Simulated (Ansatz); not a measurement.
# C3H9FOSi: the cost of one run

Method: RKS r2SCAN-D4/STO-3G, in Ansatz 0.2.0.

## (1) Starting point

Bond lengths: C1–C2 1.496 Å, C2–F3 1.335 Å, C2–O4 1.418 Å, O4–C5 1.371 Å, C5–Si6 1.889 Å, C1–H7 1.129 Å, C1–H8 1.103 Å, C1–H9 1.047 Å, C2–H10 1.084 Å, C5–H11 1.128 Å, C5–H12 1.083 Å, Si6–H13 1.518 Å, Si6–H14 1.481 Å, Si6–H15 1.470 Å. Angles (14 of 25 angles, heavy atoms first): C1–C2–F3 107.6°, C1–C2–O4 114.9°, F3–C2–O4 106.2°, C2–O4–C5 116.5°, O4–C5–Si6 117.7°, C1–C2–H10 109.7°, F3–C2–H10 108.8°, O4–C2–H10 109.4°, C2–C1–H7 107.5°, C2–C1–H8 108.3°, C2–C1–H9 114.5°, O4–C5–H11 106.5°, O4–C5–H12 109.1°, Si6–C5–H11 106.8°.

Coordinates:

```xyz
15

C    -1.1885   -2.1708    0.7977
C    -0.0030   -1.2901    0.5575
F     0.5221   -0.9869    1.7473
O    -0.2956   -0.0537   -0.0719
C     0.7618    0.7946   -0.2753
Si    0.4125    2.4483   -1.1198
H    -1.9311   -1.5814    1.4109
H    -1.6927   -2.3432   -0.1685
H    -0.9804   -3.0392    1.3448
H     0.7373   -1.8253   -0.0258
H     1.1842    1.0308    0.7432
H     1.5339    0.2733   -0.8274
H    -0.6105    3.2813   -0.3683
H    -0.1437    2.2153   -2.4720
H     1.6719    3.1963   -1.2431
```

## (2) Relaxing end A

input.yaml

```yaml
crystal:
  periodic: [false, false, false]
  atoms:
    - { symbol: C, position_ang: [-1.1885, -2.1708, 0.7977] }
    - { symbol: C, position_ang: [-0.003, -1.2901, 0.5575] }
    - { symbol: F, position_ang: [0.5221, -0.9869, 1.7473] }
    - { symbol: O, position_ang: [-0.2956, -0.0537, -0.0719] }
    - { symbol: C, position_ang: [0.7618, 0.7946, -0.2753] }
    - { symbol: Si, position_ang: [0.4125, 2.4483, -1.1198] }
    - { symbol: H, position_ang: [-1.9311, -1.5814, 1.4109] }
    - { symbol: H, position_ang: [-1.6927, -2.3432, -0.1685] }
    - { symbol: H, position_ang: [-0.9804, -3.0392, 1.3448] }
    - { symbol: H, position_ang: [0.7373, -1.8253, -0.0258] }
    - { symbol: H, position_ang: [1.1842, 1.0308, 0.7432] }
    - { symbol: H, position_ang: [1.5339, 0.2733, -0.8274] }
    - { symbol: H, position_ang: [-0.6105, 3.2813, -0.3683] }
    - { symbol: H, position_ang: [-0.1437, 2.2153, -2.472] }
    - { symbol: H, position_ang: [1.6719, 3.1963, -1.2431] }
basis:
  gaussian: { orbitals: STO-3G }
hamiltonian:
  xc: r2scan
  dispersion: d4
relax:
  f_tol: 0.015
  max_steps: 40
output:
  orbitals: {}
```

The run is started by

```sh
> ansatz run input.yaml --threads 1 --pin off --max-ram 2048MiB --backend cpu --events-out ev --progress --plain --runs-dir out
```

**Question.** How long does this run take on 1 thread of Intel Xeon 6975P-C (Granite Rapids), shared host, and how much memory does it need?

About 29 s, with a peak of 0.18 GiB.
